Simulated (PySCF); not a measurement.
# [Nd(H2S)2]3+: other functionals and bases at one geometry

An exercise on one series of results from a longer session: the logs are not shown, and one member is left open.

Program: PySCF 2.14.0. Level of theory: several levels, as the steps say, no spin–orbit coupling. These are calculated values, not measurements.

4 further runs of the same task are left out: 2 for a known fault of the program, 1 that didn't finish, 1 set aside as unsound or not needed.

## The starting structure

7 atoms, charge 3, spin multiplicity 1.

Bond lengths: Nd1–S2 2.865 Å, Nd1–S5 2.865 Å, S2–H3 1.373 Å, S2–H4 1.372 Å, S5–H6 1.373 Å, S5–H7 1.372 Å. Angles: S2–Nd1–S5 96.4°, Nd1–S2–H3 110.3°, Nd1–S2–H4 110.5°, H3–S2–H4 97.3°, Nd1–S5–H6 110.3°, Nd1–S5–H7 110.5°, H6–S5–H7 97.3°.

As a file:

```xyz
7
charge 3, multiplicity 1
Nd    1.5051    0.0000    0.0000
S    -0.4040    0.1809    2.1282
H     0.2253    0.0762    3.3435
H    -0.8457    1.4726    2.2707
S    -0.4040   -0.1809   -2.1282
H     0.2253   -0.0762   -3.3435
H    -0.8457   -1.4726   -2.2707
```

Formal oxidation states: Nd +3. Each metal's 3 4f electrons lie in its core potential, so multiplicities, spins and levels count the valence alone. An earlier session relaxed this geometry at r2SCAN, Nd lcecp-1-SVP with ECP49, S def2-SVP, H def2-SVP (singlet, point group C2).

At r2SCAN on the finer grid: E = -831.212461 Eh, HOMO -21.61 eV, LUMO -18.59 eV, Mulliken charge on Nd1 +1.97 e, largest force component 0.011 eV/Å. 

Levels to run: revPBE; PBE0; B3LYP; M06-L; r2SCAN, TZVP. Hardware: 2 threads of Arm Neoverse V1, shared host.

The first run:

Input file run.py (the lines that set the calculation):

```python
mol = gto.M(atom='''
Nd     1.50511     0.00000     0.00000
S     -0.40401     0.18094     2.12824
H      0.22534     0.07618     3.34350
H     -0.84568     1.47259     2.27068
S     -0.40401    -0.18094    -2.12824
H      0.22534    -0.07618    -3.34350
H     -0.84568    -1.47259    -2.27068''',
    basis={'Nd': 'lcecp-1-SVP', 'S': 'def2-SVP', 'H': 'def2-SVP'},
    ecp={'Nd': 'lcecp-1-SVP'},
    charge=3, spin=0)
mf = dft.RKS(mol, xc='PBE_R,PBE')
mf.grids.atom_grid = (75, 302)  # f atoms: unpruned, at least (60, 302)
mf = mf.density_fit()  # fitting sets: Nd AutoAux, S def2-universal-JKFIT, H def2-universal-JKFIT
mf.conv_tol = 1e-08; mf.max_cycle = 55
mf.kernel(dm0)  # dm0: the density of the relaxed state
```

Launch:

```bash
> OMP_NUM_THREADS=2 python run.py
```

Among the steps run: revPBE; PBE0; B3LYP; M06-L; r2SCAN, TZVP.

One of the session's tables, all rows but one given; the rest of the session is left out.

| level | HOMO (eV) | gap (eV) | charge on Nd1 (e) | dipole (D) | largest force component (eV/Å) |
| --- | --- | --- | --- | --- | --- |
| r2SCAN (relaxed here) | -21.61 | 3.03 | 1.97 | 0.79 | 0.01 |
| revPBE | -21.37 | 2.51 | 1.89 | 0.27 | 0.24 |
| PBE0 | -22.52 | 4.42 | 1.96 | 0.86 | 0.09 |
| B3LYP | -22.25 | 3.90 | 1.92 | 0.68 | 0.10 |
| M06-L | -21.58 | 3.09 | 2.07 | 1.14 | 0.15 |
| r2SCAN, TZVP | ? | ? | ? | ? | ? |

Estimate the missing values for r2SCAN, TZVP.

**Answer.** HOMO (eV): -21.50; gap (eV): 3.07; charge on Nd1 (e): 2.08; dipole (D): 0.34; largest force component (eV/Å): 0.23. In the column «HOMO (eV)» it lies between M06-L (-21.58) and revPBE (-21.37).

The dipole of a charged species depends on the origin, so these sizes hold for this origin alone.

In one basis the HOMO–LUMO gap runs from 2.51 eV (revPBE) to 4.42 eV (PBE0). The largest leftover force, 0.24 eV/Å with revPBE, stands at a geometry relaxed at another level. With 4f in the core, its levels are missing from HOMO and gap, and its count is fixed, so no charge can pass from the ligands into it. Total energies of different levels can't be compared.
